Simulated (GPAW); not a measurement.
Mg3GaO4:

```
Ga Mg O
1.0
     4.36349    0.00000    0.00000
     0.00000    4.36349    0.00000
     0.00000    0.00000    4.36349
Ga Mg O
1 3 4
Direct
  0.00000 0.00000 0.00000
  0.50000 0.50000 0.00000
  0.50000 0.00000 0.50000
  0.00000 0.50000 0.50000
  0.00000 0.50000 0.00000
  0.00000 0.00000 0.50000
  0.50000 0.50000 0.50000
  0.50000 0.00000 0.00000
```

The cell comes from a database or a generator and needn't be the stable form of this composition.

Program: GPAW 26.7.0. Alike in all runs: no spin polarisation; cell as given; cutoff (eV) 800; smearing fermi-dirac 0.05 eV. Hardware: 1 thread of Arm Neoverse V1 (shared host).

Task: Order these runs on this cell by their wall time, lowest first.
A. task band structure; level PBEsol; potentials or basis PAW data sets generated in the run's folder for this functional, pw; k mesh 5 × 5 × 5; band path GXMGRX,MR; band points 60
B. task band structure; level r2SCAN; potentials or basis GPAW PAW data sets (gpaw-data 1.2.1), pw; k mesh 5 × 5 × 5; band path GXMGRX,MR; band points 60
C. task single point; level PBEsol; potentials or basis PAW data sets generated in the run's folder for this functional, pw; k mesh 6 × 6 × 6

Result: C (90 s), A (240 s), B (630 s).

Caveats: an odd number of electrons without spin polarisation forces a metal; a magnetic or distorted state may lie lower.
